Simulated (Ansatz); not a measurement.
**WAu in Ansatz: the effect of target pressure**

WAu:

```
W Au
1.0
     0.00000    2.90921    2.90921
     2.90921    0.00000    2.90921
     2.90921    2.90921    0.00000
W Au
1 1
Cartesian
  0.0000 0.0000 0.0000
  4.3638 4.3638 4.3638
```

The cell was built by a generator and needn't be a form met in nature.

Alike in all runs:

```yaml
Program: Ansatz 0.2.0
Task: relaxation of cell and atoms
Functional: r2SCAN
Potentials_or_basis: Ansatz PAW
Cutoff: "500 eV (not typed: the program's choice for these potentials)"
k_mesh: 8 × 8 × 8
Occupations: fermi-dirac, width 0.05 eV
Spin: no spin polarisation
```

Each run relaxes the cell or the atoms first.

```csv
target pressure,relaxed volume (Å³/atom)
0 GPa,24.02
2 GPa,?
5 GPa,23.25
10 GPa,22.59
20 GPa,21.53
30 GPa,20.69
```

Problem. What does the run with target pressure 2 GPa give?

Solution. Relaxed volume 23.69 Å³/atom.

Worked out: In Murnaghan's law V^(-B') rises as a straight line in P. The other rows fit best with B' = 4.4, V0 = 24.02 Å³/atom and B0 = 142 GPa, which gives 23.69 Å³/atom at 2 GPa, against the run's 23.69.

Caveats: the plane-wave basis is chosen anew once the cell has moved, so the energies of steps on either side of that aren't comparable; the PAW data sets come from PBE, with cores solved anew for the run's functional, which leaves a small shift of forces and pressure; the volume moved by over 15 % at a fixed basis, so the end points are rough (some runs).
